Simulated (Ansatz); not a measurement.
# CdSe (zincblende type): how the settings move a single-point run

Aim: see which settings change the result for CdSe (zincblende type), by how much, and at what cost.

Computed with Ansatz 0.2.0 (reference: DFT, LDA, all-electron PAW with datasets made for the crystal, scalar-relativistic, unless a step's input says otherwise).

1 further run of the same task is left out (it didn't finish). Runs told in other sessions of the task aren't counted.

### Step 1. Starting point

It takes space group F-43m (No. 216, cubic). The conventional cell has a = 4.605 Å, b = 4.605 Å, c = 4.605 Å, α = 90.00°, β = 90.00°, γ = 90.00°. Cd (site symmetry -43m) is surrounded by 4 Se at 1.99 Å. Se (site symmetry -43m) is surrounded by 4 Cd at 1.99 Å.

As a file:

```cif
data_structure
_symmetry_space_group_name_H-M 'P 1'
_symmetry_Int_Tables_number 1
_cell_length_a 3.2559
_cell_length_b 3.2559
_cell_length_c 3.2559
_cell_angle_alpha 60.000
_cell_angle_beta 60.000
_cell_angle_gamma 60.000
_cell_volume 24.41
loop_
_atom_site_label
_atom_site_type_symbol
_atom_site_fract_x
_atom_site_fract_y
_atom_site_fract_z
_atom_site_occupancy
Cd1 Cd 0.00000 0.00000 0.00000 1
Se1 Se 0.25000 0.25000 0.25000 1
```

### Step 2. Reference

Contents of input.yaml:

```yaml
crystal:
  lattice:
    - [0.0, 2.3022857817, 2.3022857817]
    - [2.3022857817, 0.0, 2.3022857817]
    - [2.3022857817, 2.3022857817, 0.0]
  atoms:
    - { symbol: Cd, position: [0.0, 0.0, 0.0] }
    - { symbol: Se, position: [0.25, 0.25, 0.25] }
kpoints:
  mp_grid: { grid: [12, 12, 12] }
scf:
  occupations: { method: fermi_dirac, width: 0.05 }
hamiltonian:
  xc: lda
  pseudopotentials: { kind: all_electron, datasets: crystal }
output:
  forces: true
  stress: true
  eigenvalues: true
```

Started as:

```
$ ansatz run input.yaml --threads 1 --pin off --max-ram 2048MiB --backend cpu --events-out ev --progress --plain --runs-dir out
```

### Step 3. Changed: lower_state_search off

Edit input.yaml of step 2 so:

```diff
@@ -12,2 +12,3 @@
   occupations: { method: fermi_dirac, width: 0.05 }
+  lower_state_search: "off"
 hamiltonian:
```

Q: Predict the outcome of this session. Wanted: for each run, ending; energy change; pressure; gap; force.

The runs gave:

```tsv
run	ending	energy change	pressure (GPa)	gap (eV)	force (eV/Å)	cycles	time
reference	converged	0	296.8	0.66	0.00	8	46 s
1: lower_state_search off	converged	0.0 meV/atom	296.8	0.66	0.00	8	46 s
```

Residual by cycle in the longest SCF loop of each run; runs are numbered as in the table. The quantity is the density residual dr2, in eV.

```tsv
cycle	reference	run 1
1	2.36	2.36
2	0.122	0.122
3	0.0396	0.0396
4	0.0011	0.0011
5	4.5e-5	4.5e-5
6	1.0e-5	1.0e-5
7	2.7e-7	2.7e-7
8	2.0e-8	2.0e-8
```

The changed input (search for lower states) leaves the energy the same to the digits printed. The structure is not at rest: the sound run finds 297 GPa, so these are no properties of the relaxed crystal. 
